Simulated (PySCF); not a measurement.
# BiH2O2 (Bi(OH)2+): the cost of one run

Method: r2SCAN, Bi def2-SVP with ECP60, O def2-SVP, H def2-SVP; scalar-relativistic core potentials, no spin–orbit coupling; program: PySCF 2.14.0.

3 further runs of the same task are left out: 2 for a known fault of the program, 1 set aside as unsound or not needed.

## (1) Where the work starts

5 atoms, charge 1, spin multiplicity 1.

Bond lengths: Bi1–O2 2.024 Å, Bi1–O4 2.024 Å, O2–H3 0.966 Å, O4–H5 0.966 Å. Angles: O2–Bi1–O4 131.8°, Bi1–O2–H3 158.7°, Bi1–O4–H5 158.7°.

As a file:

```xyz
5
charge 1, multiplicity 1
Bi    0.00000    0.00000    0.00000
O     1.84740    0.00000    0.82680
H     2.80700   -0.09060    0.88580
O    -1.84740    0.00000    0.82680
H    -2.80700    0.09060    0.88580
```

Formal oxidation states: Bi +3.

## (2) SCF at the start, singlet

run.py (the lines that set the calculation) reads:

```python
mol = gto.M(atom='''
Bi     0.00000     0.00000     0.00000
O      1.84740     0.00000     0.82680
H      2.80700    -0.09060     0.88580
O     -1.84740     0.00000     0.82680
H     -2.80700     0.09060     0.88580''',
    basis={'Bi': 'def2-SVP', 'O': 'def2-SVP', 'H': 'def2-SVP'},
    ecp={'Bi': 'def2-SVP'},
    charge=1, spin=0)
mf = dft.RKS(mol, xc='R2SCAN')
mf.grids.atom_grid = (50, 194)
mf = mf.density_fit()  # fitting sets: Bi def2-universal-JKFIT, O def2-universal-JKFIT, H def2-universal-JKFIT
mf.conv_tol = 1e-08; mf.max_cycle = 55
mf.kernel(dm0)  # dm0: free metal ions and neutral atoms
```

The run is started by

```console
$ OMP_NUM_THREADS=2 python run.py
```

Q: Estimate wall time and peak memory on 2 threads of Arm Neoverse V2, shared host.

About 1.4 s, with a peak of 0.34 GiB.
